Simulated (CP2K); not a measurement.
Runs of CP2K 2026.2 on SiSe. The structure is hexagonal, space group P-6m2 (No. 187). The conventional cell has a = 3.595 Å, b = 3.595 Å, c = 3.599 Å, α = 90.00°, β = 90.00°, γ = 120.00°. Around Si (site symmetry -6m2) lie 6 Se at 2.75 Å. Around Se (site symmetry -6m2) lie 6 Si at 2.75 Å. The cell was built by a generator and needn't be a form met in nature.

| level | gap on the mesh (eV) | pressure (GPa) |
| --- | --- | --- |
| LDA | none | -1.4 |
| PBE | none | (b) |
| HLE17 | none | -1.7 |
| PBEsol | none | -1.4 |
| BLYP | none | (a) |
| PW91 | none | 1.4 |
| WC | none | -0.9 |

Alike in all rows: task band structure; potentials or basis POTENTIAL_UZH Si GTH-PBE-q4, Se GTH-PBE-q6; TZVP-MOLOPT-PBE-GTH basis; no spin polarisation; cell as given; k mesh 9 × 9 × 7; smearing fermi-dirac 0.05 eV.

Q: Estimate the missing entries.

A: (a) 7.0; (b) 0.8.

Caveats: the basis of atomic orbitals isn't converged, which shifts pressures, moduli and gaps; the potentials were made for another functional, which shifts forces and pressure (some runs); the potentials were made for a functional far from this one (some runs).

A k mesh can miss the band edges, and the runs leave out spin-orbit coupling on Se.

A gap of «none» marks a metal or a gap under the smearing width.
